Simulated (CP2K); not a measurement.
The system is CsLiCr2Te2S3.

```xyz
9
Lattice="3.6036 0.0000 0.0000 -1.8018 3.1208 0.0000 0.0000 0.0000 19.0665" Properties=species:S:1:pos:R:3 pbc="T T T"
Cs    0.0000    0.0000    7.1307
Li    1.8018    1.0403    0.3064
Cr    0.0000    0.0000   16.5187
Cr    0.0000    2.0805    3.2095
Te    0.0000    2.0805   10.2751
Te    1.8018    1.0403   14.7338
S     0.0000    0.0000    1.9124
S     0.0000    2.0805   17.7166
S     1.8018    1.0403    4.4631
```

The cell was built by a generator and needn't be a form met in nature.

Base run:

```yaml
Program: CP2K 2026.2
Functional: PBEsol
Potentials_or_basis: POTENTIAL_UZH Cs GTH-PBE-q9, Li GTH-PBE-q3, Te GTH-PBE-q6, S GTH-PBE-q6; GTH_POTENTIALS Cr GTH-PBE-q14; TZVP-MOLOPT-PBE-GTH, TZVP-MOLOPT-SR-GTH basis
Density_cutoff: 13606 eV
k_mesh: 9 × 9 × 2
Occupations: fermi-dirac, width 0.05 eV
Spin: collinear spin, ferromagnetic start
Starting_moments: "[0.0, 0.0, 3.0, 3.0, 0.0, 0.0, 0.0, 0.0, 0.0] μB"
```

Its results: pressure -1.6 GPa; site moments Cs +0.01; Li -0.01; Cr +3.20, +3.35; Te -0.01, -0.36; S -0.17, -0.18, -0.19 μB; largest force 0.197 eV/Å.

**Question.** The run is repeated on the same cell with these changes: functional from PBEsol to LDA. What comes out?

**Answer.** Pressure -3.2 GPa; site moments Cs +0.00; Li -0.01; Cr +3.11, +3.28; Te -0.01, -0.33; S -0.13, -0.16 μB; largest force 0.376 eV/Å.

LDA binds more tightly than PBEsol, so the same cell stands under less pressure.

Caveats: the potentials were made for another functional, which shifts forces and pressure; the basis of atomic orbitals isn't converged, which shifts pressures, moduli and gaps; the total moment is fixed, so each spin has its own Fermi level; only a ferromagnetic start was run, and an antiferromagnetic order may lie lower in energy.
